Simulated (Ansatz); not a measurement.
AlFe, space group Pm-3m: an equation of state with a fit, run with the Python package of Ansatz (0.2.0).

`alfe.py`:
```python
import warnings

import ansatz as az
import numpy as np

VECTORS = np.array([
    [2.91, 0.0, 0.0],
    [0.0, 2.91, 0.0],
    [0.0, 0.0, 2.91],
])
SITES = [
    ("Al", [0.0, 0.0, 0.0], 0.0),
    ("Fe", [0.5, 0.5, 0.5], 4.5),
]


def crystal_on(cell):
    crystal = az.Crystal(lattice=az.Lattice.of(cell))
    for symbol, position, moment in SITES:
        crystal = crystal.atom(symbol, position, moment=moment or None)
    return crystal

warnings.simplefilter("ignore", az.DeckWarning)

volumes, energies, pressures = [], [], []
for scale in np.linspace(0.95, 1.07, 5):
    cell = VECTORS * scale ** (1 / 3)
    model = (
        crystal_on(cell).calculation()
        .functional("pbe")
        .occupations("fermi_dirac", width=0.1)
        .spin("collinear")
        .basis(500)
        .kpoints(10, 10, 10)
        .stress()
    )
    summary = model.run().report
    volumes.append(abs(np.linalg.det(cell)) / len(SITES))
    energies.append(summary["free_energy_ev"] / len(SITES))
    pressures.append(np.trace(summary["stress_gpa"]) / 3)
    print(f"V = {volumes[-1]:8.4f} A^3/atom  F = {energies[-1]:.5f} eV/atom  P = {pressures[-1]:8.3f} GPa")

x = np.array(volumes) ** (-2 / 3)
poly = np.polynomial.Polynomial.fit(x, energies, 3).convert()
roots = poly.deriv().roots()
x0 = min((r.real for r in roots if abs(r.imag) < 1e-9 and poly.deriv(2)(r.real) > 0), key=lambda r: abs(r - x.mean()))
v0 = x0 ** -1.5
b0 = 4 / 9 * poly.deriv(2)(x0) * v0 ** (-7 / 3) * 160.21766
b1 = 4 + 2 / 3 * x0 * poly.deriv(3)(x0) / poly.deriv(2)(x0)
print(f"V0 = {v0:.4f} A^3/atom, B0 = {b0:.1f} GPa, dB/dP = {b1:.2f}")
```

Its results, one of them left out:

| V (Å³/atom) | F less the lowest row shown (meV/atom) |
| --- | --- |
| 11.705 | 0.00 |
| 12.075 | ? |
| 12.444 | 10.71 |
| 12.814 | 31.66 |
| 13.184 | 60.90 |

What is the missing energy at 12.075 Å³ an atom?

A third-order Birch-Murnaghan fit, E = E0 + (9 V0 B0 / 16) [(t - 1)³ B' + (t - 1)² (6 - 4t)] with t = (V0/V)^(2/3), through the 4 rows shown gives V0 = 11.900 Å³, B0 = 174.2 GPa, B' = 4.36 and E0 = -1.79 meV. At V = 12.075 Å³, t = 0.99033, and the fit interpolates to -0.43 meV. The run gave -0.43 meV, a miss of 0.00 meV.

What to keep in mind:
- The magnetic order follows from the starting moments and needn't be the lowest.
- The mesh is modest for a metal, so energies can be off by several to tens of meV an atom and pressures by half a GPa or more; differences at equal mesh fare better.
- Pressure is positive in compression.
- The structure is a deposited one; some such entries were measured under pressure or heat, so a shift against it needn't be the functional's error alone.
- Finished in 27 s on 1 thread of Arm Neoverse V1 (shared host), peak memory 0.4 GiB.
